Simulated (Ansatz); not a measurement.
# Mo, space group P6/mmm: a check of PAW against all-electron LAPW

With the Python package of Ansatz (0.2.0).

At the Python prompt:
```pycon
>>> import ansatz as az
>>> import numpy as np
>>> from pymatgen.core import Lattice, Structure
>>> from pymatgen.io.ase import AseAtomsAdaptor
>>> def count_gap(report):
...     # lowest empty less highest filled band, counting bands; zero where they overlap
...     return max(report.get('gap_by_band_count_ev') or 0.0, 0.0)
...
>>> pmg_structure = Structure(
...     Lattice([(2.73551, 0.0, 0.0), (-1.367755, 2.369021, 0.0), (0.0, 0.0, 2.555181)]),
...     ['Mo'],
...     [
...         (0.0, 0.0, 0.5),
...     ],
... )
>>> structure = az.Crystal.from_ase(AseAtomsAdaptor.get_atoms(pmg_structure))
>>> structure.resolved().tree()['lattice']
((2.73551, 0.0, 0.0), (-1.367755, 2.369021, 0.0), (0.0, 0.0, 2.555181))
>>> base = (
...     structure.calculation()
...     .functional('pbesol')
...     .kpoints(14, 14, 13)
...     .occupations('cold')
...     .scf(tolerance=1e-09)
...     .stress()
...     .forces()
...     .band_table()
... )
>>> variants = {
...     'PAW': base.pseudopotentials('paw'),
...     'LAPW': base.pseudopotentials('all_electron', lapw=True),
... }
>>> rows = []
>>> for label, variant in variants.items():
...     rep = variant.run(threads=1, backend='cpu').report
...     levels = np.array(rep['eigenvalues_ev'][0]) - rep['fermi_energy_ev']
...     print(label, 'levels at the first k-point near E_F:', np.round(levels[np.abs(levels) < 5], 3))
...     rows.append((label, rep['n_electrons'], np.trace(rep['stress_gpa']) / 3, count_gap(rep)))
...
DeckWarning: basis.ecutwfc = 420 eV, auto-derived from the records' recommended cutoffs: set by Mo (normal level)
DeckWarning: output.stress: scf.convergence.dr2_threshold = 1e-9 eV is looser than the 1e-10 eV advised for a printed stress (1e-10 eV for each atom of the cell: 1). What an SCF threshold leaves in a stress goes as its square root, and in the free energy as the threshold itself, and one threshold admits the most on a small cell: of the crystals measured, under no hybrid functional and no lock of [...]
PAW levels at the first k-point near E_F: [-4.218 -0.833 -0.833  4.197  4.197]
LAPW levels at the first k-point near E_F: [-4.22  -0.832 -0.832  4.199  4.199]
>>> for row in rows:
...     print('; '.join(f'{name} = {round(v, 4) if isinstance(v, float) else v}' for name, v in zip(['treatment', 'electrons in bands', 'P GPa', 'gap by band count eV'], row)))
...
treatment = PAW; electrons in bands = 14.0; P GPa = -3.343; gap by band count eV = 0.0
treatment = LAPW; electrons in bands = 32.0; P GPa = -3.3302; gap by band count eV = 0.0
```

PAW gives -3.343 GPa and LAPW -3.330 GPa, 0.013 GPa apart. They took 1.7 and 17.9 s of processor time.

Reading the output:
- A gap by band count of zero or less means overlapping bands, a metal.
- This isn't the structure that Mo takes at ambient conditions.
- Gaps and levels are Kohn-Sham values on a finite set of k-points, without spin-orbit coupling.
- Warnings are shown shortened and without file and line.
- Pressure is positive in compression; the treatments may keep other shells as core, so totals and counts of electrons can differ.
- Timing: 21 s on 1 thread of Arm Neoverse V2, with other jobs on the host, peak memory 0.59 GiB.
